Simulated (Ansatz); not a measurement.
Geometry optimisation, DFT LDA, scalar-relativistic, plane waves, PAW in Ansatz.

Input file:

```yaml
crystal:
  lattice:
    - [9.980439, 0.0, 0.0]
    - [0.0, 5.268644, 0.0]
    - [0.0, 0.0, 16.644266]
  atoms:
    - { symbol: Li, position: [0.0, 0.1658365, 0.1530911] }
    - { symbol: Li, position: [0.2497351, 0.5022143, 0.1530911] }
    - { symbol: Li, position: [0.2502649, 0.0022143, 0.0600808] }
    - { symbol: Mg, position: [0.0, 0.6630679, 0.0600808] }
    - { symbol: Li, position: [0.5, 0.6658365, 0.0600808] }
    - { symbol: Li, position: [0.7497351, 0.0022143, 0.0600808] }
    - { symbol: Li, position: [0.7502649, 0.5022143, 0.1530911] }
    - { symbol: Mg, position: [0.5, 0.1630679, 0.1530911] }
    - { symbol: Li, position: [0.0, 0.1658365, 0.3391117] }
    - { symbol: Li, position: [0.2497351, 0.5022143, 0.3391117] }
    - { symbol: Li, position: [0.2502649, 0.0022143, 0.2461014] }
    - { symbol: Mg, position: [0.0, 0.6630679, 0.2461014] }
    - { symbol: Li, position: [0.5, 0.6658365, 0.2461014] }
    - { symbol: Li, position: [0.7497351, 0.0022143, 0.2461014] }
    - { symbol: Li, position: [0.7502649, 0.5022143, 0.3391117] }
    - { symbol: Mg, position: [0.5, 0.1630679, 0.3391117] }
    - { symbol: H, position: [0.118167, 0.8342354, 0.4448539] }
    - { symbol: H, position: [0.0490056, 0.903178, 0.4448539] }
basis:
  ecutwfc: 420.0
kpoints:
  mp_grid: { grid: [3, 5, 1] }
hamiltonian:
  xc: lda
scf:
  occupations: { method: gaussian, width: 0.05 }
  lower_state_search: "off"
relax:
  f_tol: 0.03
  max_steps: 60
  adjacent_minimum: "off"
  constraints: [{ sites: [2, 3, 4, 5] }]
```

Run as:

```bash
$ ansatz run input.yaml --threads 4 --pin off --max-ram 10240MiB --backend cpu --events-out ev --progress --plain --runs-dir out
```

Task: Where does it end, and by what steps?

Result: The forces met the threshold. Limits of this set-up: coarse k mesh, thin slab, slab without dipole correction, no dispersion correction for a molecule that may bind weakly. After 12 steps the energy has fallen by 0.378 eV; H17 moved furthest, 1.76 Å.

| step | energy less start (eV) | largest force component (eV/Å) | accepted |
| --- | --- | --- | --- |
| 0 | 0.0000 | 0.236 | yes |
| 1 | -0.1737 | 0.199 | yes |
| 2 | -0.2661 | 0.768 | yes |
| 3 | -0.3121 | 0.149 | yes |
| 4 | -0.3434 | 0.059 | yes |
| 5 | -0.3553 | 0.088 | yes |
| 6 | -0.3651 | 0.044 | yes |
| 7 | -0.3715 | 0.066 | yes |
| 8 | -0.3752 | 0.071 | yes |
| 9 | -0.3773 | 0.064 | yes |
| 10 | -0.3780 | 0.044 | yes |
| 11 | -0.3782 | 0.034 | yes |
| 12 | -0.3784 | 0.022 | yes |

```xyz
18
Lattice="9.9804 0.0000 0.0000 0.0000 5.2686 0.0000 0.0000 0.0000 16.6443" Properties=species:S:1:pos:R:3
Li 0.002 0.778 2.496
Li 2.511 2.773 2.523
Li 2.498 0.012 1.000
Mg 0.000 3.493 1.000
Li 4.990 3.508 1.000
Li 7.483 0.012 1.000
Li 7.471 2.775 2.522
Mg 4.992 0.815 2.395
Li 0.009 0.748 5.492
Li 2.768 2.964 5.528
Li 2.441 0.233 3.937
Mg 0.001 3.381 4.027
Li 4.994 3.389 3.808
Li 7.547 0.236 3.940
Li 7.218 2.963 5.532
Mg 4.994 0.623 5.353
H 0.412 5.980 7.387
H -0.372 5.986 7.389
```

Whether the end is a true minimum wasn't checked by a vibrational analysis.

Time of the run: 35 s on 4 threads of Intel(R) Xeon(R) 6975P-C (Granite Rapids) (shared host), peak memory 1.3 GiB.
